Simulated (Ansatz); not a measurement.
# Rh (Rhodium): the cost of one run

Program: Ansatz 0.2.0. Level of theory: DFT PBEsol, scalar-relativistic, plane waves, PAW. These are calculated values, not measurements.

The COD entry's cell or inner coordinates are ideal or old and differ from later refinements, so a difference from it is no clean test against experiment.

1 further run of the same task is left out (set aside as unsound or not needed).

## (1) The starting structure

The structure is cubic, space group Fm-3m (No. 225). Conventional cell: a = 3.780 Å, b = 3.780 Å, c = 3.780 Å, α = 90.00°, β = 90.00°, γ = 90.00°. Rh (site symmetry m-3m) has 12 Rh at 2.67 Å as nearest neighbours.

Structure file:

```
Rh
1.0
     0.00000    1.88999    1.88999
     1.88999    0.00000    1.88999
     1.88999    1.88999    0.00000
Rh
1
Direct
  0.00000 0.00000 0.00000
```

It is the result of an earlier relaxation at this level (volume 13.50 Å³/atom; gap on the mesh: none (metal)).

## (2) Bulk reference on the slab's mesh

File input.yaml:

```yaml
crystal:
  lattice:
    - [2.6728495618, 0.0, 0.0]
    - [0.0, 2.6728495618, 0.0]
    - [1.3364247809, 1.3364247809, 1.8899900502]
  atoms:
    - { symbol: Rh, position: [0.0, 0.0, 0.0] }
basis:
  ecutwfc: 420
kpoints:
  mp_grid: { grid: [13, 13, 18] }
hamiltonian:
  xc: pbesol
scf:
  occupations: { method: gaussian, width: 0.1 }
output:
  forces: true
  stress: true
  eigenvalues: true
```

Launch:

```bash
ansatz run input.yaml --threads 1 --pin off --max-ram 2560MiB --backend cpu --events-out ev --progress --plain --runs-dir out
```

**Question.** How long does this run take on 1 thread of Arm Neoverse N1, shared host, and how much memory does it need?

About 12 s, with a peak of 0.4 GiB.
